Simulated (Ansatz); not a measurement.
This script for a scan of ordered alloys across composition of Li-Mo mixtures with Ansatz 0.2.0 through its Python package holds a mistake.

`alloy.py`:
```python
from collections import Counter
import warnings

import ansatz as az
import numpy as np


def bcc(A, a):
    return (
        az.Lattice.bcc(a)
        .space_group(229)
        .atom(A, [0, 0, 0])
        .primitive()
    )

A_FIRST, A_LAST = 3.51, 3.15


def compute(name, crystal):
    calc = (
        crystal
        .functional("r2scan")
        .basis(45 * az.Ry)
        .kpoints(spacing=0.15)
        .occupations("fermi_dirac", width=0.05)
        .band_table()
    )
    calc = calc.relax(force_tolerance=0.01, max_steps=30, cell=True)
    return calc.run(threads=1)


def volume_per_atom(outcome):
    return abs(np.linalg.det(outcome.lattice.cell_ang)) / len(outcome.lattice.sites)


def counts(outcome):
    return Counter(site.symbol for site in outcome.lattice.sites)

warnings.simplefilter("ignore", az.DeckWarning)

phases = {}
for k in range(2 + 1):
    a = A_FIRST + (A_LAST - A_FIRST) * k / 2
    cell = bcc("Li", a).conventional().resolved()
    sites = [site.position for site in cell.sites if site.symbol == "Li"]
    for position in sites[:k]:
        cell = cell.substitution("Mo", at=position, replaces="Li")
    phases[f"Li{2 - k}Mo{k}"] = cell.resolved()

done = {}
for name, crystal in phases.items():
    done[name] = compute(name, crystal)
    print(f"{name}: {done[name].report['energy_sigma0_ev']:.4f} eV, {len(done[name].lattice.sites)} atoms")

# x is the share of the second element on the mixed sites; both end members stand on this same lattice
x = {name: counts(o)["Mo"] / (counts(o)["Li"] + counts(o)["Mo"]) for name, o in done.items()}
first, last = min(x, key=x.get), max(x, key=x.get)
energy = {name: o.report["energy_sigma0_ev"] / len(o.lattice.sites) for name, o in done.items()}
volume = {name: volume_per_atom(o) for name, o in done.items()}
rows = []
for name in sorted(done, key=x.get):
    line = lambda table: (1 - x[name]) * table[first] + x[name] * table[last]
    rows.append((name, x[name], 1000 * (energy[name] - line(energy)), volume[name], 100 * (volume[name] / line(volume) - 1)))
print("      cell       x(Mo)  E_mix (meV/atom)  V (A^3/atom)  excess V (%)")
for row in rows:
    print(f"{str(row[0]):>10}  {row[1]:10.3f}  {row[2]:+16.1f}  {row[3]:12.3f}  {row[4]:+12.2f}")
```

```console
$ python alloy.py
Traceback (most recent call last):
  File "alloy.py", line 52, in <module>
    done[name] = compute(name, crystal)
                 ~~~~~~~^^^^^^^^^^^^^^^
  File "alloy.py", line 22, in compute
    .functional("r2scan")
     ^^^^^^^^^^
AttributeError: 'Crystal' object has no attribute 'functional'
```

Find the fault and give the corrected script.

The fault: settings are called on the crystal, without .calculation(). Mended:

```diff
--- before
+++ after
@@ -20,3 +20,3 @@
     calc = (
-        crystal
+        crystal.calculation()
         .functional("r2scan")
```

After the fix:

```console
$ python alloy.py
Li2Mo0: -410.2656 eV, 2 atoms
Li1Mo1: -5170.7907 eV, 2 atoms
Li0Mo2: -9935.1912 eV, 2 atoms
      cell       x(Mo)  E_mix (meV/atom)  V (A^3/atom)  excess V (%)
    Li2Mo0       0.000              +0.0        21.028         +0.00
    Li1Mo1       0.500            +968.9        13.207        -27.99
    Li0Mo2       1.000              +0.0        15.652         +0.00
```

Reading the output:
- Total energies depend on the potentials; only differences at equal settings carry meaning.
- The run is spin-unpolarised.
- These are small ordered cells, with both end members on the same lattice, which need not be their own; they aren't random solutions. Differences under 10 to 15 meV an atom lie within the error of mesh and functional.
- The cells are prototypes set up for this calculation and needn't exist.
- The whole script took 110 s on 1 thread of Arm Neoverse V1 (shared host), peak memory 0.58 GiB.
